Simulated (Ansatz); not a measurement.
# Zr12N: the cost of one run

Program: Ansatz 0.2.0. Level of theory: DFT LDA, plane waves, PAW, scalar-relativistic, no spin polarisation. These are calculated values, not measurements.

### Step 1. The structure to begin with

The cell holds 13 atoms (NZr12): a = 6.460 Å, b = 9.690 Å, c = 5.145 Å, α = 90.00°, β = 90.00°, γ = 120.00°.

Coordinates:

```
CELL_PARAMETERS angstrom
6.46000 0.00000 0.00000
-4.84500 8.39179 0.00000
0.00000 0.00000 5.14539
ATOMIC_POSITIONS crystal
Zr 0.00000 0.00000 0.00000
Zr 0.16667 0.22222 0.50000
Zr 0.00000 0.33333 0.00000
Zr 0.16667 0.55556 0.50000
Zr 0.00000 0.66667 0.00000
Zr 0.16667 0.88889 0.50000
Zr 0.50000 0.00000 0.00000
Zr 0.66667 0.22222 0.50000
Zr 0.50000 0.33333 0.00000
Zr 0.66667 0.55556 0.50000
Zr 0.50000 0.66667 0.00000
Zr 0.66667 0.88889 0.50000
N 0.17466 0.88870 0.89001
```

### Step 2. Preparing the start

Input file input.yaml:

```yaml
crystal:
  lattice:
    - [6.46, 0.0, 0.0]
    - [-4.845, 8.391786, 0.0]
    - [0.0, 0.0, 5.14539]
  atoms:
    - { symbol: Zr, position: [0.0, 0.0, 0.0] }
    - { symbol: Zr, position: [0.1666667, 0.2222222, 0.5] }
    - { symbol: Zr, position: [0.0, 0.3333333, 0.0] }
    - { symbol: Zr, position: [0.1666667, 0.5555556, 0.5] }
    - { symbol: Zr, position: [0.0, 0.6666667, 0.0] }
    - { symbol: Zr, position: [0.1666667, 0.8888889, 0.5] }
    - { symbol: Zr, position: [0.5, 0.0, 0.0] }
    - { symbol: Zr, position: [0.6666667, 0.2222222, 0.5] }
    - { symbol: Zr, position: [0.5, 0.3333333, 0.0] }
    - { symbol: Zr, position: [0.6666667, 0.5555556, 0.5] }
    - { symbol: Zr, position: [0.5, 0.6666667, 0.0] }
    - { symbol: Zr, position: [0.6666667, 0.8888889, 0.5] }
    - { symbol: "N", position: [0.1746599, 0.8886972, 0.8900094] }
basis:
  ecutwfc: 420.0
kpoints:
  mp_grid: { grid: [3, 2, 3] }
hamiltonian:
  xc: lda
scf:
  occupations: { method: fermi_dirac, width: 0.1 }
  lower_state_search: "off"
relax:
  f_tol: 0.08
  max_steps: 25
  adjacent_minimum: "off"
```

On the command line:

```bash
> ansatz run input.yaml --threads 2 --pin off --max-ram 5120MiB --backend cpu --events-out ev --progress --plain --runs-dir out
```

Q: Estimate wall time and peak memory on 2 threads of Intel Xeon 6975P-C (Granite Rapids), shared host.

About 27 s, with a peak of 0.68 GiB.
